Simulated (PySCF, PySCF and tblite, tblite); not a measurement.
# CF3COOSiMe3 (C5H9F3O2Si): conformers and averaged spectra

Aim: find the conformers of CF3COOSiMe3 (C5H9F3O2Si) (`C[Si](C)(C)OC(=O)C(F)(F)F`), weigh them, and average their properties.

Programs: PySCF 2.14.0 with density-fitted response routines of our own, and tblite 0.8.0. All values are computed, except where a source is named. Atoms count from 0 throughout.

## 1. The molecule as given

20 atoms, charge 0, multiplicity 1; geometry from: MMFF94s geometry.

Bonds of the start (Å): C0–H11 1.09, C0–H12 1.11, C0–H13 1.09, C0–Si1 1.88, C2–H14 1.08, C2–H15 1.11, C2–H16 1.09, C3–H17 1.08, C3–H18 1.09, C3–H19 1.08, C5–C7 1.54, C5–O6 1.22, C7–F10 1.37, C7–F8 1.36, C7–F9 1.36, O4–C5 1.36, Si1–C2 1.88, Si1–C3 1.88, Si1–O4 1.67.

## 2. GFN2-xTB relaxation, conformer 1

Job settings and geometry (Å):

```
{"job": {"xc": "GFN2-xTB", "basis": "xTB", "kind": "relax"}, "charge": 0, "multiplicity": 1}
C     -1.396800     0.666500     1.468900
Si    -0.723700     0.163500    -0.212300
C     -1.311200    -1.576500    -0.608300
C     -1.422300     1.342200    -1.506400
O      0.948900     0.239000    -0.215000
C      1.762400    -0.490300     0.595100
O      1.370700    -1.285100     1.438100
C      3.240100    -0.161200     0.313200
F      4.107600    -0.865300     1.095500
F      3.515800     1.152700     0.506600
F      3.577600    -0.445700    -0.982600
H     -1.073200    -0.017700     2.256100
H     -2.504400     0.662500     1.465300
H     -1.069200     1.678200     1.726600
H     -0.986400    -2.282200     0.143500
H     -2.416200    -1.601200    -0.633500
H     -0.936900    -1.888900    -1.582300
H     -1.114200     2.357500    -1.288400
H     -2.515300     1.298200    -1.494000
H     -1.058500     1.064500    -2.489000
```

Started as:

```
$ OMP_NUM_THREADS=1 python ens_run.py task.json out
```

One launch serves the whole session.

Log:

```text
step      E/eV     max force
  0   -1071.69233    2.709
  1   -1071.86685    2.695
  2   -1071.89095    1.728
  3   -1071.91843    0.439
  4   -1071.92830    0.286
  5   -1071.94685    0.651
  6   -1071.95879    0.492
  7   -1071.96863    0.212
  8   -1071.97366    0.175
  9   -1071.97749    0.183
 10   -1071.98118    0.190
 11   -1071.98505    0.195
 12   -1071.98875    0.179
 13   -1071.99286    0.226
 14   -1071.99833    0.230
 15   -1072.00566    0.243
 16   -1072.01354    0.267
 17   -1072.01957    0.191
 18   -1072.02300    0.124
 19   -1072.02501    0.104
 20   -1072.02642    0.103
 21   -1072.02732    0.077
 22   -1072.02799    0.064
 23   -1072.02866    0.061
 24   -1072.02949    0.069
 25   -1072.03048    0.093
 26   -1072.03157    0.099
 27   -1072.03253    0.081
 28   -1072.03317    0.082
 29   -1072.03354    0.078
 30   -1072.03385    0.065
 31   -1072.03420    0.061
 32   -1072.03452    0.051
 33   -1072.03476    0.036
 34   -1072.03476    0.036
 35   -1072.03484    0.026
 36   -1072.03498    0.044
 37   -1072.03501    0.046
 38   -1072.03505    0.032
 39   -1072.03517    0.024
 40   -1072.03521    0.029
 41   -1072.03533    0.035
 42   -1072.03541    0.028
 43   -1072.03548    0.020
 44   -1072.03553    0.017
 45   -1072.03556    0.015
 46   -1072.03559    0.014
 47   -1072.03563    0.022
 48   -1072.03568    0.027
 49   -1072.03575    0.025
 50   -1072.03584    0.030
 51   -1072.03596    0.027
 52   -1072.03607    0.027
 53   -1072.03617    0.029
 54   -1072.03626    0.031
 55   -1072.03635    0.026
 56   -1072.03645    0.018
 57   -1072.03653    0.020
 58   -1072.03659    0.018
 59   -1072.03663    0.017
 60   -1072.03666    0.013
 61   -1072.03669    0.015
 62   -1072.03671    0.010
 63   -1072.03672    0.011
 64   -1072.03673    0.013
 65   -1072.03675    0.014
 66   -1072.03678    0.012
 67   -1072.03680    0.009
 68   -1072.03682    0.008
 69   -1072.03683    0.006
 70   -1072.03684    0.005
 71   -1072.03684    0.003
```

It took 0.58 s on 1 thread of Arm Neoverse V2, shared host.

The energy fell by 0.345 eV, and the atoms moved 0.16 Å (root mean square).

## 3. Shieldings, conformer 1: CAM-B3LYP/pcSseg-1 in methanol

Job settings and geometry (Å):

```
{"job": {"xc": "CAM-B3LYP", "basis": "pcSseg-1", "solvent": "methanol", "kind": "nmr", "pop": true}, "charge": 0, "multiplicity": 1}
C     -1.412597     0.659283     1.568340
Si    -0.862251     0.124974    -0.169167
C     -1.326274    -1.667825    -0.590913
C     -1.268663     1.375795    -1.533708
O      0.860948     0.227275    -0.210315
C      1.640297    -0.453881     0.555432
O      1.340514    -1.247659     1.398114
C      3.131092    -0.111270     0.247188
F      3.978574    -0.793889     1.015049
F      3.375743     1.192788     0.438295
F      3.434243    -0.385263    -1.029514
H     -1.032435    -0.025465     2.322333
H     -2.494333     0.678385     1.654314
H     -1.045325     1.653536     1.812174
H     -0.944922    -2.353819     0.161331
H     -2.402416    -1.798905    -0.642514
H     -0.911527    -1.968394    -1.550334
H     -0.886391     2.363981    -1.295240
H     -2.341467     1.459827    -1.667693
H     -0.837958     1.081204    -2.486210
```

Log:

```text
coarse grid: 18064 points
cycle   1  E = -934.7813286998  dE =  1.808e+00  |g| = 1.409e+00  |ddm| = 3.917e+00
cycle   2  E = -934.4999941272  dE =  2.813e-01  |g| = 1.997e+00  |ddm| = 1.741e+00
cycle   3  E = -935.1331628779  dE = -6.332e-01  |g| = 1.814e-01  |ddm| = 1.044e+00
cycle   4  E = -935.1374708102  dE = -4.308e-03  |g| = 1.052e-01  |ddm| = 1.503e-01
cycle   5  E = -935.1392176392  dE = -1.747e-03  |g| = 2.179e-02  |ddm| = 6.415e-02
cycle   6  E = -935.1393092065  dE = -9.157e-05  |g| = 4.604e-03  |ddm| = 1.543e-02
cycle   7  E = -935.1393142366  dE = -5.030e-06  |g| = 1.099e-03  |ddm| = 4.569e-03
final grid: 173544 points
cycle   8  E = -935.2533835370  dE = -4.199e-05  |g| = 6.514e-03  |ddm| = 1.622e-02
cycle   9  E = -935.2533825000  dE =  1.037e-06  |g| = 7.312e-03  |ddm| = 7.598e-03
cycle  10  E = -935.2533913146  dE = -8.815e-06  |g| = 9.380e-04  |ddm| = 3.795e-03
cycle  11  E = -935.2533914678  dE = -1.532e-07  |g| = 2.899e-04  |ddm| = 6.560e-04
cycle  12  E = -935.2533914807  dE = -1.294e-08  |g| = 1.264e-04  |ddm| = 2.362e-04
cycle  13  E = -935.2533914837  dE = -2.969e-09  |g| = 2.452e-05  |ddm| = 8.206e-05
cycle  14  E = -935.2533914838  dE = -1.396e-10  |g| = 7.475e-06  |ddm| = 2.550e-05
converged SCF energy = -935.2533914838

GIAO shielding tensors (ppm)
atom      isotropic    diamagn.    paramagn.     s11        s22        s33       span
  0 C      185.969     256.319     -70.350    177.335    185.678    194.892     17.557
  1 Si     301.480     882.810    -581.330    294.253    300.462    309.724     15.470
  2 C      185.964     256.319     -70.355    177.336    185.665    194.891     17.555
  3 C      185.163     255.231     -70.068    177.860    183.732    193.898     16.038
  4 O      122.573     409.460    -286.887    -18.828    163.761    222.786    241.614
  5 C       18.278     251.813    -233.535    -79.044     66.272     67.606    146.650
  6 O      -83.387     405.846    -489.233   -316.128   -229.729    295.696    611.824
  7 C       57.493     246.345    -188.853     45.313     54.014     73.150     27.837
  8 F      270.974     465.227    -194.252    189.142    272.813    350.967    161.825
  9 F      259.698     473.935    -214.238    175.858    249.075    354.160    178.302
 10 F      259.679     473.950    -214.271    175.823    249.071    354.142    178.320
 11 H       30.857      33.391      -2.535     25.938     29.730     36.901     10.963
 12 H       31.449      30.544       0.906     27.217     28.248     38.883     11.666
 13 H       31.346      32.503      -1.157     27.200     28.711     38.126     10.927
 14 H       30.856      33.393      -2.537     25.935     29.730     36.903     10.968
 15 H       31.448      30.543       0.904     27.216     28.245     38.882     11.666
 16 H       31.347      32.504      -1.157     27.202     28.715     38.124     10.923
 17 H       31.241      32.245      -1.004     27.061     28.812     37.850     10.788
 18 H       31.581      30.085       1.495     27.202     28.619     38.920     11.718
 19 H       31.240      32.244      -1.004     27.061     28.810     37.850     10.789
```

Run time: 77 s. Hardware: 1 thread of Arm Neoverse V2, shared host; peak memory 1.5 GiB.

This run: HOMO -10.09 eV, LUMO 0.41 eV; dipole 4.69 D.

## 4. Averages: properties at CAM-B3LYP/pcSseg-1 in methanol

Job settings and geometry (Å):

```
{"job": {"study": "conf", "smiles": "C[Si](C)(C)OC(=O)C(F)(F)F", "search": {"seed": 9807, "n_embed": 90, "ff_keep": 18, "window": 3.0, "nmax": 10, "temps": [200, 250, 298.15, 350, 400], "t_ref": 298.15, "order": 0.002}, "level": {"nmr": {"xc": "CAM-B3LYP", "basis": "pcSseg-1", "solvent": "methanol"}}, "kind": "conf"}, "charge": 0, "multiplicity": 1}
C     -1.412597     0.659283     1.568340
Si    -0.862251     0.124974    -0.169167
C     -1.326274    -1.667825    -0.590913
C     -1.268663     1.375795    -1.533708
O      0.860948     0.227275    -0.210315
C      1.640297    -0.453881     0.555432
O      1.340514    -1.247659     1.398114
C      3.131092    -0.111270     0.247188
F      3.978574    -0.793889     1.015049
F      3.375743     1.192788     0.438295
F      3.434243    -0.385263    -1.029514
H     -1.032435    -0.025465     2.322333
H     -2.494333     0.678385     1.654314
H     -1.045325     1.653536     1.812174
H     -0.944922    -2.353819     0.161331
H     -2.402416    -1.798905    -0.642514
H     -0.911527    -1.968394    -1.550334
H     -0.886391     2.363981    -1.295240
H     -2.341467     1.459827    -1.667693
H     -0.837958     1.081204    -2.486210
```

Log:

```text
conformer  sym    E(xTB)   E(DFT)   G(298.15 K)  weight  dipole/D
    1     Cs      0.000    0.000    0.000   1.0000    4.690

mean shielding (ppm) by class
class atoms           200 K      250 K   298.15 K      350 K      400 K
  0 C  0,2,3        185.699    185.699    185.699    185.699    185.699
  1 Si 1             301.48     301.48     301.48     301.48     301.48
  2 O  4            122.573    122.573    122.573    122.573    122.573
  3 C  5             18.278     18.278     18.278     18.278     18.278
  4 O  6            -83.387    -83.387    -83.387    -83.387    -83.387
  5 C  7             57.492     57.492     57.492     57.492     57.492
  6 F  8,9,10        263.45     263.45     263.45     263.45     263.45
  7 H  11,12,13      31.263     31.263     31.263     31.263     31.263
```

Wall time 79 s (1 thread of Arm Neoverse V2, shared host). This counts the runs that the step sums up.

The search (ETKDG and KDG, MMFF94s, GFN2-xTB) embedded 90 structures, kept 1 distinct ones after the force field and 1 after xTB; 1 was carried on (window 3.0 kcal/mol at the search's own energies). Energies: CAM-B3LYP/pcSseg-1 in methanol with D3(BJ).

Conformer by conformer (298 K):

```tsv
no.	group	mirror pair	ΔE xTB	ΔE DFT	ΔG	weight (%)	μ (D)	C0–Si1–O4–C5 (°)	Si1–O4–C5–O6 (°)	A, B, C (GHz)
1	Cs	no	0.00	0.00	0.00	100.0	4.69	61	0	1.63, 0.54, 0.51
```

Energies in kcal/mol. ΔG holds xTB vibrations and rotation, symmetry numbers and mirror pairs.

Shifts against references run at the same level ($^{1}$H TMS 31.76, $^{29}$Si TMS 340.6, $^{13}$C TMS 186.0 ppm of shielding), by class of atoms, at 298 K:

```tsv
atoms	environment	average
C5	carbonyl carbon	167.7
C7	CF3 carbon	128.5
C0, C2, C3	methyl carbon bonded to Si	0.3
H11, H12, H13 and 6 more	hydrogen on a methyl carbon bonded to Si	0.49
Si1	silicon bonded to 3 C, O	39.2
O6	carbonyl oxygen	-83.4 (σ)
O4	oxygen bonded to C, Si	122.6 (σ)
F8, F9, F10	fluorine of a CF3 group	263.4 (σ)
```

## 5. Results

| quantity | value |
| --- | --- |
| conformers | 1; the first in weight is no. 1 (Cs), 100 % at 298 K |
| root-mean-square dipole | 4.69 D |
| averaged $^{13}$C shifts (CAM-B3LYP/pcSseg-1 in methanol) | 167.7, 128.5, 0.3 ppm |
| averaged $^{1}$H shifts (CAM-B3LYP/pcSseg-1 in methanol) | 0.49 ppm |
| averaged $^{29}$Si shifts (CAM-B3LYP/pcSseg-1 in methanol) | 39.2 ppm |

In words: The search found one conformer in the window, so the averages are its own values.
